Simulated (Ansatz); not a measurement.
# CAM-B3LYP/cc-pVDZ run of C2H2ClGa (SMILES C#[C][GaH][Cl])

Aim: the vertical singlet–triplet gap of C2H2ClGa at CAM-B3LYP/cc-pVDZ, from 2 runs. 

Program for the calculation: Ansatz 0.2.0.

56 further runs of the same task are left out: 56 set aside as unsound or not needed. Runs told in other sessions of the task aren't counted.

## (1) Starting point

C2H2ClGa has 6 atoms, charge 0, and is taken as a singlet. As SMILES, `C#[C][GaH][Cl]`. The shape is that of a PBE0-D4/def2-TZVP optimisation.

Bond lengths: C1–C2 1.208 Å, C2–Ga3 1.900 Å, Ga3–Cl4 2.140 Å, C1–H5 1.067 Å, Ga3–H6 1.547 Å. Angles: C1–C2–Ga3 179.1°, C2–Ga3–Cl4 115.4°, C2–C1–H5 179.8°, C2–Ga3–H6 126.7°, Cl4–Ga3–H6 117.8°.

## (2) A single-point energy at CAM-B3LYP/cc-pVDZ

File input.yaml:

```yaml
crystal:
  periodic: [false, false, false]
  atoms:
    - symbol: C
      position_ang: [0.577800, 1.057900, -1.454500]
    - symbol: C
      position_ang: [0.247000, 0.412500, -0.488700]
    - symbol: Ga
      position_ang: [-0.252900, -0.587200, 1.048000]
    - symbol: Cl
      position_ang: [-1.745400, -2.085600, 0.724100]
    - symbol: H
      position_ang: [0.867100, 1.625700, -2.309900]
    - symbol: H
      position_ang: [0.306500, -0.423300, 2.481100]
basis:
  gaussian:
    orbitals: cc-pVDZ
hamiltonian:
  xc: {name: CAM-B3LYP}
accuracy: high
output:
  orbitals: {seedname: orbitals}
```

On the command line:

```sh
ansatz run input.yaml --threads 1 --pin off --max-ram 2610MiB --events-out events.jsonl --progress --plain --runs-dir runs
```

The log of the run:

```text
Warning: RAYON_NUM_THREADS=1 ignored (pool sized by the plan → 1); use --threads N
Functional definition: CAM-B3LYP
  name "CAM-B3LYP"
  parameter alpha = 0.19
  parameter beta = 0.46
  parameter omega = 0.33/bohr
  parameter ac = 0.81
  exchange = (1 - alpha - beta)*b88_x + beta*b88_x_sr(omega) + alpha*exact_x + beta*exact_x_lr(omega)
  correlation = (1 - ac)*vwn5_c + ac*lyp_c
1779 factors; integrals over basis functions are off by at most 4.4e-9 eV
399 factors; integrals over basis functions are off by at most 1.5e-9 eV
mean field evaluation 1: about -67004.8216 eV, gradient 3.5e1 eV
mean field evaluation 2: about -67005.7789 eV, gradient 3.0e1 eV
mean field evaluation 4: about -67008.1997 eV, gradient 5.4e-1 eV
mean field evaluation 8: about -67008.2904 eV, gradient 4.2e-2 eV
mean field evaluation 16: about -67008.2904 eV, gradient 7.8e-6 eV
mean field -67008.29039610 eV, -2462.5092522061 hartree, gradient 6.9e-8 eV, S^2 0.000000; 0 other end points of the search recorded, 0 dependent functions left out
reference -67008.29041535 eV, -2462.5092529134 hartree; 31, 31 occupied and 52, 52 virtual orbitals, 1779 factors
Total energy: -67008.29041535 eV, -2462.5092529134 hartree
```

It took 3.3 s on 1 thread of AMD EPYC 9R45 (Zen 5), shared host; peak memory 0.34 GiB.

## (3) The triplet

File molecule.yaml:

```yaml
crystal:
  periodic: [false, false, false]
  atoms:
    - {symbol: C, position_ang: [0.577800, 1.057900, -1.454500]}
    - {symbol: C, position_ang: [0.247000, 0.412500, -0.488700]}
    - {symbol: Ga, position_ang: [-0.252900, -0.587200, 1.048000]}
    - {symbol: Cl, position_ang: [-1.745400, -2.085600, 0.724100]}
    - {symbol: H, position_ang: [0.867100, 1.625700, -2.309900]}
    - {symbol: H, position_ang: [0.306500, -0.423300, 2.481100]}
basis:
  gaussian:
    orbitals: cc-pVDZ
magnetization:
  spin_polarized: true
  initial_magnetization: 2
hamiltonian:
  xc: {name: CAM-B3LYP}
accuracy: high
output: {orbitals: {seedname: orbitals}}
```

On the command line:

```sh
ansatz run molecule.yaml --threads 1 --pin off --max-ram 2610MiB --events-out events.jsonl --progress --plain --runs-dir runs
```

The log of the run, cut to the lines that bear on the results:

```text
Warning: RAYON_NUM_THREADS=1 ignored (pool sized by the plan → 1); use --threads N
Functional definition: CAM-B3LYP
  name "CAM-B3LYP"
[...]
1779 factors; integrals over basis functions are off by at most 4.4e-9 eV
399 factors; integrals over basis functions are off by at most 1.5e-9 eV
[...]
mean field -67003.61755088 eV, -2462.3375283118 hartree, gradient 2.7e-8 eV, S^2 2.004791; 2 other end points of the search recorded, 0 dependent functions left out
reference -67003.61757003 eV, -2462.3375290155 hartree; 32, 30 occupied and 51, 53 virtual orbitals, 1779 factors
Total energy: -67003.61757003 eV, -2462.3375290155 hartree
```

Wall time 11 s (1 thread of AMD EPYC 9R45 (Zen 5), shared host); peak memory 0.53 GiB.

## (4) Outcome

At CAM-B3LYP/cc-pVDZ:

| quantity | value |
| --- | --- |
| singlet: total energy | -2462.50925 Eh |
| singlet: HOMO energy | -9.69 eV |
| singlet: LUMO energy | -0.97 eV |
| singlet: HOMO–LUMO gap | 8.73 eV |
| triplet: total energy | -2462.33753 Eh |
| triplet: HOMO energy (highest over α and β) | -5.37 eV |
| triplet: LUMO energy (lowest over α and β) | -4.96 eV |
| triplet: ⟨S²⟩ | 2.005 |
| vertical energy of the triplet above the singlet | 4.673 eV |

**Reading.** At this shape the triplet lies 4.67 eV (108 kcal/mol) above the singlet.
